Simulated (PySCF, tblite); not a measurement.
**C₄H₈O₃SeSi₂: geometry, infrared bands and NMR shifts**

Aim: predict the infrared bands and NMR shifts of C₄H₈O₃SeSi₂ (`O=C[Si@@H]1C[SiH2][Se][C@H]1C(=O)O`).

Computed with tblite 0.8.0 and PySCF 2.14.0, with density-fitted response routines of our own, on a single molecule in the gas phase. Atoms count from 0, in the outputs and in this text.

## (1) Starting geometry

18 atoms, charge 0, multiplicity 1; geometry from: force field or distance geometry start.

Bonds of the start (Å): O0–C1 1.23, C1–Si2 1.83, Si2–C3 1.86, C3–Si4 1.86, Si4–Se5 2.29, Se5–C6 1.96, C6–C7 1.50, C7–O8 1.26, C7–O9 1.39, C6–Si2 1.86, C1–H10 1.09, Si2–H11 1.47, C3–H12 1.13, C3–H13 1.10, Si4–H14 1.48, Si4–H15 1.47, C6–H16 1.12, O9–H17 1.02.

## (2) Optimising the geometry with GFN2-xTB

Job settings and geometry (Å):

```
{"job": {"kind": "relax", "xc": "GFN2-xTB", "basis": "xTB"}, "charge": 0, "multiplicity": 1}
O      1.698100     1.919800     1.828700
C      0.525200     1.552900     1.769300
Si    -0.111800     0.766300     0.244700
C     -1.895400     0.276400     0.455900
Si    -2.194200    -1.113000    -0.740100
Se    -0.161900    -1.776400    -1.556000
C      0.793500    -0.812000    -0.146300
C      2.201500    -0.514800    -0.564800
O      3.165000    -0.840800     0.177700
O      2.433700     0.124300    -1.774400
H     -0.121100     1.672900     2.637300
H     -0.011800     1.692600    -0.893700
H     -2.050600    -0.108900     1.506000
H     -2.568200     1.123400     0.263100
H     -3.021300    -0.613700    -1.859800
H     -2.866200    -2.230500    -0.059500
H      0.794800    -1.445100     0.773600
H      3.382000     0.332900    -2.073600
```

Started as:

```bash
$ OMP_NUM_THREADS=1 python probes_run.py task.json out
```

One launch serves the whole session: the jobs run in the order shown.

**Question.** This job is followed by: GFN2-xTB harmonic vibrations, gas phase; GIAO PBE0/pcSseg-1 NMR shielding, non-relativistic, gas phase. Predict these results of the whole session: strongest single infrared mode (GFN2-xTB); zero-point energy (GFN2-xTB); 13C shifts against TMS (PBE0/pcSseg-1); 1H shifts against TMS (PBE0/pcSseg-1); 17O shifts against H2O (PBE0/pcSseg-1); 29Si shifts against TMS (PBE0/pcSseg-1); 77Se shifts against Me2Se (PBE0/pcSseg-1).

As calculated:

```
                                 quantity                                                value
strongest single infrared mode (GFN2-xTB)                                1762 cm⁻¹, 506 km/mol
             zero-point energy (GFN2-xTB)                                        69.0 kcal/mol
   13C shifts against TMS (PBE0/pcSseg-1)                         243.7, 175.9, 37.0, -5.0 ppm
    1H shifts against TMS (PBE0/pcSseg-1)  12.25, 6.10, 5.32, 5.22, 4.08, 4.06, 0.59, 0.56 ppm
   17O shifts against H2O (PBE0/pcSseg-1)                              952.3, 429.6, 217.1 ppm
  29Si shifts against TMS (PBE0/pcSseg-1)                                     -16.3, -23.7 ppm
77Se shifts against Me2Se (PBE0/pcSseg-1)                                             -159 ppm
```

What this shows: The optimisation took 121 steps and gained 0.800 eV; among the close pairs (by a distance rule), C1–Si2 changed most, from 1.830 to 1.921 Å. No mode is imaginary among the 48: a minimum at this level. The strongest single mode, at 1762 cm⁻¹, moves mainly C7 and O8. Unscaled tight-binding wavenumbers are off by several per cent, some by more. Its intensities can rank the bands wrongly. At PBE0/pcSseg-1: The largest span, 2103 ppm, is at O0, where the paramagnetic term is -1013 ppm. Spin-orbit coupling is left out, which matters for shieldings and couplings at and beside the heavy atoms.
